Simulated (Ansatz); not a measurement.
# PdPtC6N6: the cost of one run

Program: Ansatz 0.2.0. Level of theory: DFT PBE, scalar-relativistic, plane waves, PAW. These are calculated values, not measurements.

## (1) The starting structure

It takes space group Fm-3m (No. 225, cubic). Conventional cell: a = 10.231 Å, b = 10.231 Å, c = 10.231 Å, α = 90.00°, β = 90.00°, γ = 90.00°. Pd (site symmetry m-3m) has 6 C at 1.94 Å in its first shell of neighbours. Around Pt (site symmetry m-3m) lie 6 N at 2.01 Å. C (site symmetry 4mm) has 1 N at 1.17 Å and 1 Pd at 1.94 Å in its first shell of neighbours. N (site symmetry 4mm) has 1 C at 1.17 Å and 1 Pt at 2.01 Å in its first shell of neighbours.

Structure file:

```cif
data_structure
_symmetry_space_group_name_H-M 'Fm-3m'
_symmetry_Int_Tables_number 225
_cell_length_a 10.2310
_cell_length_b 10.2310
_cell_length_c 10.2310
_cell_angle_alpha 90.000
_cell_angle_beta 90.000
_cell_angle_gamma 90.000
_cell_volume 1070.91
loop_
_atom_site_label
_atom_site_type_symbol
_atom_site_symmetry_multiplicity
_atom_site_Wyckoff_symbol
_atom_site_fract_x
_atom_site_fract_y
_atom_site_fract_z
_atom_site_occupancy
Pd1 Pd 4 a 0.00000 0.00000 0.00000 1
Pt1 Pt 4 b 0.50000 0.00000 0.00000 1
C1 C 24 e 0.18942 0.00000 0.00000 1
N1 N 24 e 0.30378 0.00000 0.00000 1
```

Recipe of the guess: cyanide-bridged rock-salt net of two metals, 0 guest cations a cell (Fm-3m, No. 225). Its size is a rough estimate.

## (2) Probe: one point on a coarse mesh

input.yaml reads:

```yaml
crystal:
  lattice:
    - [0.0, 5.1155, 5.1155]
    - [5.1155, 0.0, 5.1155]
    - [5.1155, 5.1155, 0.0]
  atoms:
    - { symbol: Pd, position: [0.0, 0.0, 0.0] }
    - { symbol: Pt, position: [0.5, 0.5, 0.5] }
    - { symbol: C, position: [0.8105757, 0.1894243, 0.1894243] }
    - { symbol: C, position: [0.1894243, 0.8105757, 0.1894243] }
    - { symbol: C, position: [0.1894243, 0.1894243, 0.8105757] }
    - { symbol: C, position: [0.1894243, 0.8105757, 0.8105757] }
    - { symbol: C, position: [0.8105757, 0.1894243, 0.8105757] }
    - { symbol: C, position: [0.8105757, 0.8105757, 0.1894243] }
    - { symbol: "N", position: [0.69621738, 0.30378262, 0.30378262] }
    - { symbol: "N", position: [0.30378262, 0.69621738, 0.30378262] }
    - { symbol: "N", position: [0.30378262, 0.30378262, 0.69621738] }
    - { symbol: "N", position: [0.30378262, 0.69621738, 0.69621738] }
    - { symbol: "N", position: [0.69621738, 0.30378262, 0.69621738] }
    - { symbol: "N", position: [0.69621738, 0.69621738, 0.30378262] }
basis:
  ecutwfc: 420
kpoints:
  mp_grid: { grid: [4, 4, 4] }
hamiltonian:
  xc: pbe
scf:
  occupations: { method: gaussian, width: 0.1 }
  lower_state_search: "off"
output:
  forces: true
  stress: true
  eigenvalues: true
```

Command:

```console
> ansatz run input.yaml --threads 1 --pin off --max-ram 2560MiB --backend cpu --events-out ev --progress --plain --runs-dir out
```

Q: Estimate wall time and peak memory on 1 thread of AMD EPYC 9R45 (Zen 5), shared host.

About 2.6 s, with a peak of 0.59 GiB.
